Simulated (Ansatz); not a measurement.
# C (fcc type): a relaxation

The task is a relaxation on C (fcc type).

Method: DFT, PBEsol, PAW with Ansatz's default frozen-core files, scalar-relativistic, in Ansatz 0.2.0.

1 further run of the same task is left out (it didn't finish). Runs told in other sessions of the task aren't counted.

### Step 1. The starting structure

Symmetry: Fm-3m, No. 225, cubic system. Conventional cell: a = 2.962 Å, b = 2.962 Å, c = 2.962 Å, α = 90.00°, β = 90.00°, γ = 90.00°. C (site symmetry m-3m) is surrounded by 12 C at 2.09 Å.

Coordinates:

```
CELL_PARAMETERS angstrom
0.00000 1.48125 1.48125
1.48125 0.00000 1.48125
1.48125 1.48125 0.00000
ATOMIC_POSITIONS crystal
C 0.00000 0.00000 0.00000
```

### Step 2. The run

Contents of input.yaml:

```yaml
crystal:
  lattice:
    - [0.0, 1.4812480342, 1.4812480342]
    - [1.4812480342, 0.0, 1.4812480342]
    - [1.4812480342, 1.4812480342, 0.0]
  atoms:
    - { symbol: C, position: [0.0, 0.0, 0.0] }
kpoints:
  mp_grid: { grid: [24, 24, 24] }
scf:
  occupations: { method: gaussian, width: 2.0 }
  max_iter: 75
hamiltonian:
  xc: pbesol
  pseudopotentials: { kind: paw }
output:
  forces: true
  stress: true
relax:
  f_tol: 0.005
  max_steps: 40
  cell: {}
```

Run with:

```sh
$ ansatz run input.yaml --threads 1 --pin off --max-ram 2048MiB --backend cpu --events-out ev --progress --plain --runs-dir out
```

What happens when this is run?

The program finished normally. That alone doesn't make the input a sound one.

In the input, scf.occupations.method is gaussian; scf.occupations.width is 2.0. The width is far wider than usual, so occupations near the Fermi level are blurred and the entropy term grows.

To check: set scf.occupations.method to fermi_dirac and scf.occupations.width to 0.08.
